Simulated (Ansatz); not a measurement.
# C₂H₆S₂Si: one species, many methods

An exercise on one series of results from a longer session: the logs are not shown, and one member is left open.

Computed with Ansatz 0.2.0, Gaussian basis. Level: functionals in def2-TZVPP, the program's frozen cores in correlated methods.

The runs, in order: PBE-D4, r2SCAN-D4, PBE0-D4, B3LYP-D4, ωB97X-V, ωB97M-V, B2PLYP; CCSD(T)/def2-TZVPP; MP2/def2-QZVPP; extrapolation to the limit.

### The relaxed structure

All runs share one geometry, relaxed beforehand with PBE0-D4 in a triple-zeta def2 set.

SMILES `C[SiH2]C(=S)S`, 11 atoms, charge 0, spin multiplicity 1.

Atoms are counted from 1 here; the program's logs count them from 0.

Bond lengths: C1–Si2 1.860 Å, C1–H6 1.092 Å, C1–H7 1.093 Å, C1–H8 1.091 Å, Si2–C3 1.902 Å, Si2–H9 1.485 Å, Si2–H10 1.490 Å, C3–S4 1.627 Å, C3–S5 1.719 Å, S5–H11 1.350 Å. Angles: Si2–C1–H6 110.7°, Si2–C1–H7 110.5°, Si2–C1–H8 109.8°, H6–C1–H7 108.4°, H6–C1–H8 108.5°, H7–C1–H8 108.8°, C1–Si2–C3 109.5°, C1–Si2–H9 112.2°, C1–Si2–H10 111.5°, C3–Si2–H9 106.2°, C3–Si2–H10 108.4°, H9–Si2–H10 108.8°, Si2–C3–S4 118.6°, Si2–C3–S5 115.2°, S4–C3–S5 126.2°, C3–S5–H11 97.4°.

The first run:

in.yaml reads:

```yaml
crystal:
  periodic: [false, false, false]
  atoms:
    - {symbol: C, position_ang: [-0.682068, 1.329913, 0.969713]}
    - {symbol: Si, position_ang: [0.732660, 0.308304, 0.326196]}
    - {symbol: C, position_ang: [0.052801, -1.165907, -0.664129]}
    - {symbol: S, position_ang: [-1.087583, -2.104084, 0.019557]}
    - {symbol: S, position_ang: [0.739597, -1.379039, -2.225672]}
    - {symbol: H, position_ang: [-1.251637, 1.764298, 0.145493]}
    - {symbol: H, position_ang: [-0.311121, 2.142417, 1.598863]}
    - {symbol: H, position_ang: [-1.351531, 0.703376, 1.561756]}
    - {symbol: H, position_ang: [1.549394, -0.270938, 1.422503]}
    - {symbol: H, position_ang: [1.621477, 1.105019, -0.565532]}
    - {symbol: H, position_ang: [0.053308, -2.490360, -2.568348]}
basis:
  gaussian: {orbitals: def2-TZVPP}
hamiltonian: {xc: pbe, dispersion: d4}
output: {forces: true, orbitals: {seedname: orbitals}}
```

The run is started by

```
$ ansatz run in.yaml --threads 4 --pin off --events-out ev --progress --plain --max-ram 10444MiB
```

Steps of the session up to this table: PBE-D4 (GGA); r2SCAN-D4 (meta-GGA); PBE0-D4 (hybrid); B3LYP-D4 (hybrid); ωB97X-V (range-separated); ωB97M-V (range-separated); B2PLYP (double hybrid); CCSD(T) in def2-TZVPP; MP2 in def2-QZVPP.

One of the session's tables, all rows but one given; the rest of the session is left out.

```
            method  atomisation energy (kcal/mol)
            PBE-D4                          930.8
         r2SCAN-D4                          917.4
           PBE0-D4                          914.5
          B3LYP-D4                          910.4
           ωB97X-V                          914.4
           ωB97M-V                          915.4
            B2PLYP                          898.2
     HF/def2-TZVPP                          651.9
    MP2/def2-TZVPP                          897.1
   CCSD/def2-TZVPP                          867.0
CCSD(T)/def2-TZVPP                          884.5
           MP2/CBS                              ?
       CCSD(T)/CBS                          910.7
```

Estimate the missing values for MP2/CBS.

The run gave: atomisation energy (kcal/mol): 923.2. In the column «atomisation energy (kcal/mol)» it lies between r2SCAN-D4 (917.4) and PBE-D4 (930.8).
